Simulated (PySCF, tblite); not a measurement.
# C6H13BN2O: geometry, infrared bands and NMR shifts

Wanted: the infrared bands and NMR shifts of C6H13BN2O (`NBN(C=O)CC1CCC1`), by calculation.

Programs: tblite 0.8.0 and PySCF 2.14.0, with density-fitted response routines of our own. Each step states its level of theory. These are calculated values for one molecule in the gas phase, unless marked as measured. Atoms count from 0, in the outputs and in this text.

## Step 1: The starting structure

23 atoms, charge 0, multiplicity 1; geometry from: force field or distance geometry start.

Bonds of the start (Å): N0–B1 1.51, B1–N2 1.56, N2–C3 1.40, C3–O4 1.26, N2–C5 1.42, C5–C6 1.49, C6–C7 1.51, C7–C8 1.52, C8–C9 1.53, C9–C6 1.53, N0–H10 1.06, N0–H11 1.04, B1–H12 1.20, C3–H13 1.10, C5–H14 1.12, C5–H15 1.13, C6–H16 1.11, C7–H17 1.11, C7–H18 1.10, C8–H19 1.09, C8–H20 1.09, C9–H21 1.11, C9–H22 1.11.

## Step 2: Optimising the geometry with GFN2-xTB

The job: settings as JSON, then the geometry in Å.

```
{"job": {"kind": "relax", "xc": "GFN2-xTB", "basis": "xTB"}, "charge": 0, "multiplicity": 1}
N     -2.719000     0.985500    -0.743100
B     -2.587600    -0.353800    -0.058300
N     -1.273400    -0.630400     0.735100
C     -1.188200    -1.879200     1.352100
O     -0.217600    -2.287000     2.051800
C     -0.312600     0.411600     0.734400
C      0.693800     0.409100    -0.368000
C      1.599300    -0.784900    -0.508800
C      2.703000     0.201800    -0.837000
C      1.945400     1.173600     0.077100
H     -3.643000     0.936500    -1.250500
H     -2.811000     1.772000    -0.068200
H     -3.566300    -0.759000     0.512900
H     -2.018700    -2.597800     1.254300
H      0.231700     0.510000     1.708500
H     -0.856500     1.400800     0.669200
H      0.325600     0.739700    -1.360100
H      1.359600    -1.472800    -1.351200
H      1.741300    -1.329800     0.431700
H      2.791000     0.506300    -1.882300
H      3.668100    -0.139400    -0.449000
H      1.971100     2.237300    -0.241600
H      2.159300     0.976600     1.147200
```

Launch:

```bash
OMP_NUM_THREADS=1 python probes_run.py task.json out
```

The driver reads the jobs from task.json and runs them one after another.

**Question.** This job is followed by: GFN2-xTB harmonic vibrations, gas phase; GIAO PBE0/pcSseg-1 NMR shielding, non-relativistic, gas phase. Predict these results of the whole session: strongest single infrared mode (GFN2-xTB); zero-point energy (GFN2-xTB); 13C shifts against TMS (PBE0/pcSseg-1, means over atoms taken as alike); 1H shifts against TMS (PBE0/pcSseg-1, means over atoms taken as alike); 15N shifts against NH3 (PBE0/pcSseg-1); 11B shifts against BF3·OEt2 (PBE0/pcSseg-1); 17O shifts against H2O (PBE0/pcSseg-1).

As calculated:

| quantity | value |
| --- | --- |
| strongest single infrared mode (GFN2-xTB) | 1744 cm⁻¹, 584 km/mol |
| zero-point energy (GFN2-xTB) | 121.4 kcal/mol |
| 13C shifts against TMS (PBE0/pcSseg-1, means over atoms taken as alike) | 173.1, 47.1, 34.8, 25.0, 16.2 ppm |
| 1H shifts against TMS (PBE0/pcSseg-1, means over atoms taken as alike) | 8.56, 4.40, 3.67, 3.35, 2.48, 2.06, 1.98, 1.91, 1.87 ppm |
| 15N shifts against NH3 (PBE0/pcSseg-1) | 179.3, 86.5 ppm |
| 11B shifts against BF3·OEt2 (PBE0/pcSseg-1) | 26.5 ppm |
| 17O shifts against H2O (PBE0/pcSseg-1) | 454.1 ppm |

What this shows: Relaxing lowered the energy by 2.367 eV in 93 steps; the close pair that moved most is N0–B1, from 1.510 to 1.386 Å. All 63 modes are real, so the xTB geometry is a minimum. The strongest single mode, at 1744 cm⁻¹, moves mainly C3 and O4. Unscaled tight-binding wavenumbers are off by several per cent, some by more. Its intensities can rank the bands wrongly. At PBE0/pcSseg-1: The largest span, 808 ppm, is at O4, where the paramagnetic term is -522 ppm.
